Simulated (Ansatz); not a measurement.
# Ru2C: the cost of one run

Program: Ansatz 0.2.0. Level of theory: DFT PBE, scalar-relativistic, plane waves, PAW. These are calculated values, not measurements.

## 1. The structure to begin with

The structure is cubic, space group Fd-3m (No. 227). The conventional cell has a = 6.844 Å, b = 6.844 Å, c = 6.844 Å, α = 90.00°, β = 90.00°, γ = 90.00°. Around Ru (site symmetry -3m) lie 6 Ru at 2.42 Å and 6 C at 2.84 Å. C (site symmetry -43m) is surrounded by 12 Ru at 2.84 Å.

Structure file:

```cif
data_structure
_symmetry_space_group_name_H-M 'Fd-3m:1'
_symmetry_Int_Tables_number 227
_cell_length_a 6.8440
_cell_length_b 6.8440
_cell_length_c 6.8440
_cell_angle_alpha 90.000
_cell_angle_beta 90.000
_cell_angle_gamma 90.000
_cell_volume 320.57
loop_
_atom_site_label
_atom_site_type_symbol
_atom_site_symmetry_multiplicity
_atom_site_Wyckoff_symbol
_atom_site_fract_x
_atom_site_fract_y
_atom_site_fract_z
_atom_site_occupancy
Ru1 Ru 16 c 0.12500 0.12500 0.12500 1
C1 C 8 b 0.00000 0.00000 0.50000 1
```

A structure generator made this guess: species swapped into a database cell of TmCo2 (Fd-3m, No. 227), with C on the Tm sites and Ru on the Co sites. Lengths come from tabulated atomic sizes and are only a guess.

## 2. Probe: one point on a coarse mesh

The input, input.yaml:

```yaml
crystal:
  lattice:
    - [0.0, 3.4219967, 3.4219967]
    - [3.4219967, 0.0, 3.4219967]
    - [3.4219967, 3.4219967, 0.0]
  atoms:
    - { symbol: Ru, position: [0.625, 0.625, 0.625] }
    - { symbol: Ru, position: [0.125, 0.625, 0.625] }
    - { symbol: Ru, position: [0.625, 0.625, 0.125] }
    - { symbol: Ru, position: [0.625, 0.125, 0.625] }
    - { symbol: C, position: [0.0, 0.0, 0.0] }
    - { symbol: C, position: [0.25, 0.25, 0.25] }
basis:
  ecutwfc: 420
kpoints:
  mp_grid: { grid: [4, 4, 4] }
hamiltonian:
  xc: pbe
scf:
  occupations: { method: gaussian, width: 0.1 }
  lower_state_search: "off"
output:
  forces: true
  stress: true
  eigenvalues: true
```

Command:

```sh
$ ansatz run input.yaml --threads 1 --pin off --max-ram 2048MiB --backend cpu --events-out ev --progress --plain --runs-dir out
```

Q: Estimate wall time and peak memory on 1 thread of Arm Neoverse V1, shared host.

About 1.9 s, with a peak of 0.32 GiB.
